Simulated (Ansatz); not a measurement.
# BrH3Sn: the cost of one run

Computed with Ansatz 0.2.0, Gaussian basis. Level: PBE0-D4/def2-TZVP structures, single points in def2-TZVPP, no counterpoise correction.

Levels: SPW92, PBE-D4, BLYP-D4, r2SCAN-D4, B97M-V, PBE0-D4, B3LYP-D4, r2SCAN0-D4, BHLYP-D4, CAM-B3LYP-D4, wB97X-V, wB97M-V, B2PLYP, PBE-QIDH, RPA on PBE, Hartree-Fock, MP2, CCSD, CCSD(T).

Correlated methods freeze the cores. Filled d shells of the heavier atoms are correlated. Core potentials replace the inner electrons past krypton, and spin-orbit coupling is left out. B3LYP uses VWN-RPA correlation. B2PLYP carries no dispersion term here.

89 further runs of the same task are left out: 1 that didn't finish, 88 set aside as unsound or not needed.

### Step 1. Starting geometry

The complex: 8 atoms, charge 0, spin multiplicity 1.

Atoms are counted from 1 here; the program's logs count them from 0.

Bond lengths: Sn1–H3 1.697 Å, Sn1–H4 1.697 Å, Sn1–H5 1.704 Å, Sn1–Br7 2.496 Å, S2–H6 1.344 Å, S2–H8 1.342 Å. Angles: H3–Sn1–H4 114.1°, H3–Sn1–H5 112.2°, H3–Sn1–Br7 106.7°, H4–Sn1–H5 112.0°, H4–Sn1–Br7 106.6°, H5–Sn1–Br7 104.5°, H6–S2–H8 92.1°.

As a file:

```
Sn   -1.2264   -0.4793   -0.6350
S     2.2004   -0.1032    1.1441
H    -0.0822   -1.5932   -1.2079
H    -1.4169   -0.4863    1.0515
H    -2.7186   -0.6168   -1.4454
H     1.9883    0.8554    0.2266
Br   -0.3864    1.7890   -1.2496
H     1.6418    0.6344    2.1157
```

Its parts: SnH3Br holds atoms 1, 3, 4, 5, 7; H2S holds atoms 2, 6, 8. Each part counts its atoms afresh in its own runs.

### Step 2. Relaxing SnH3Br alone

relax-a/in.yaml

```yaml
crystal:
  periodic: [false, false, false]
  atoms:
    - {symbol: Sn, position_ang: [-1.226448, -0.479301, -0.635004]}
    - {symbol: H, position_ang: [-0.082179, -1.593193, -1.207908]}
    - {symbol: H, position_ang: [-1.416895, -0.486258, 1.051484]}
    - {symbol: H, position_ang: [-2.718645, -0.616798, -1.445382]}
    - {symbol: Br, position_ang: [-0.386399, 1.789016, -1.249645]}
basis:
  gaussian: {orbitals: def2-TZVP}
hamiltonian: {xc: pbe0, dispersion: d4}
relax: {f_tol: 0.005, max_steps: 200}
```

Run with:

```sh
ansatz run in.yaml --threads 4 --pin off --events-out ev --progress --plain --max-ram 9574MiB
```

**Question.** How long does this run take on 4 threads of Arm Neoverse V1, shared host?

About 6.5 s.
